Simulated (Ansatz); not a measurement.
# GaH₂F + H₂ + HF: a complex and its separated parts

Aim: how far the complex at one end of a reaction step lies below its separated, relaxed parts, level by level.

The runs use Ansatz 0.2.0, Gaussian basis; PBE0-D4/def2-TZVP structures, single points in def2-TZVPP, no counterpoise correction.

Levels: SPW92, PBE-D4, BLYP-D4, r2SCAN-D4, B97M-V, PBE0-D4, B3LYP-D4, r2SCAN0-D4, BHLYP-D4, CAM-B3LYP-D4, wB97X-V, wB97M-V, B2PLYP, PBE-QIDH, RPA on PBE, Hartree-Fock, MP2, CCSD, CCSD(T).

Correlated methods freeze the cores. Filled d shells of the heavier atoms are correlated. B3LYP uses VWN-RPA correlation. B2PLYP carries no dispersion term here.

26 further runs of the same task are left out: 26 set aside as unsound or not needed.

## (1) The starting structure

The complex: 8 atoms, charge 0, spin multiplicity 1.

Atoms are counted from 1 here; the program's logs count them from 0.

Bond lengths: Ga1–H3 1.550 Å, Ga1–H4 1.550 Å, Ga1–F6 1.800 Å, H2–H7 0.758 Å, H5–F8 0.943 Å. Angles: H3–Ga1–H4 135.3°, H3–Ga1–F6 111.9°, H4–Ga1–F6 111.9°.

Geometry (Å):

```xyz
8
F2GaH5
Ga   -1.0078   -0.5437   -0.5120
H     0.6758    0.8281   -1.2559
H    -0.4672   -1.7123   -1.3750
H    -2.0469    0.5880   -0.7177
H     0.8157    0.0893    1.6310
F    -0.5117   -0.6952    1.2115
H     0.9564    0.8148   -0.5518
F     1.5855    0.6312    1.5697
```

Its parts: GaH₂F holds atoms 1, 3, 4, 6; H₂ holds atoms 2, 7; HF holds atoms 5, 8. Each part counts its atoms afresh in its own runs.

## (2) Relaxing GaH₂F alone

relax-a/in.yaml

```yaml
crystal:
  periodic: [false, false, false]
  atoms:
    - {symbol: Ga, position_ang: [-1.007785, -0.543677, -0.511990]}
    - {symbol: H, position_ang: [-0.467164, -1.712333, -1.374973]}
    - {symbol: H, position_ang: [-2.046946, 0.588009, -0.717672]}
    - {symbol: F, position_ang: [-0.511661, -0.695216, 1.211494]}
basis:
  gaussian: {orbitals: def2-TZVP}
hamiltonian: {xc: pbe0, dispersion: d4}
relax: {f_tol: 0.005, max_steps: 200}
```

No record of the launch command was kept for these runs.

After this run come: Relaxing H₂ alone; Relaxing HF alone; wB97M-V/def2-TZVPP; CCSD(T)/def2-TZVPP; Vibrations of GaH₂F; Vibrations of H₂; Vibrations of HF.

Before running it: what results should come out? Wanted: complex less parts, CCSD(T)/def2-TZVPP; with zero-point energy; largest T1 diagnostic.

**Answer**, as computed:

| quantity | value |
| --- | --- |
| complex less parts, CCSD(T)/def2-TZVPP | -11.5 kcal/mol |
| with zero-point energy | -7.0 kcal/mol |
| largest T1 diagnostic | 0.014 |

**Reading.** At CCSD(T) the complex lies 11.5 kcal/mol below its parts. BLYP-D4 is the best functional here (-0.3 kcal/mol from CCSD(T)); SPW92 is the worst (-9.8 kcal/mol). Mean unsigned error by rung: LDA 9.8, GGA 1.1, meta-GGA 1.1, hybrid 1.3, range-separated hybrid 1.2, double hybrid 0.5 kcal/mol. PBE-D4 gives a relative energy 2.0 kcal/mol too low, outside chemical accuracy (1 kcal/mol). The complex's frequency run has imaginary modes: the structure is no minimum, so both the energy and the zero-point correction are in doubt. No counterpoise was applied, and triple zeta lacks some correlation, so the CCSD(T) reference has a basis error of its own, and close matches with it are partly luck.
